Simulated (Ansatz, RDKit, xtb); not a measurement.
**C3H6N2Si: ranking a sample of isomers**

A sample of isomers of C3H6N2Si is drawn. Aim: find which of them has the lowest free energy at 298.15 K, then its properties. The sample is small against all isomers, and the most stable one of this formula need not be in it.

The funnel: GFN2-xTB relaxations, single points with a density functional, relaxations at r2SCAN-D4/def2-SVP, harmonic vibrations (at GFN2-xTB), and a last energy at a higher level. All values are calculated.

### 1 Drawing up candidates

Isomers were taken from a list of plausible structures; this is a sample, not all of them. That gives 4 candidates.

```csv
label,SMILES,spin
c461,[SiH3]c1c[nH]cn1,singlet
c506,[SiH3]c1ncc[nH]1,singlet
c529,[SiH3]n1ccnc1,singlet
c586,[SiH3]c1cnc[nH]1,singlet
```

Candidates are built by distance geometry, with a force field where one applies, in up to four conformers (letters a to d).

Q: Predict the outcome of this search (final energies at CCSD(T)/def2-SVP + MP2/def2-TZVPP - MP2/def2-SVP).

| quantity | value |
| --- | --- |
| lowest structure found | [SiH3]n1ccnc1, singlet |
| next finalist | [SiH3]c1ncc[nH]1, singlet, 10.0 kcal/mol higher in G |
| share at equilibrium, among the finalists | 100.0 % |

The lowest structure found is `[SiH3]n1ccnc1`. The margin of 10.0 kcal/mol over the next finalist is beyond the usual error of the last level; it says nothing of structures that weren't ranked. GFN2-xTB, HF/STO-3G, r2SCAN-D4/def2-SVP, r2SCAN-D4/def2-SVP, relaxed, HF/def2-SVP and MP2/def2-SVP already put its bonding pattern lowest among the structures in one piece. The search is not exhaustive (a finite list of starts, one conformer a finalist), so a lower isomer can't be ruled out. Only 4 drawn patterns were tried, so whole families of isomers are missing, and the result ranks this sample alone.
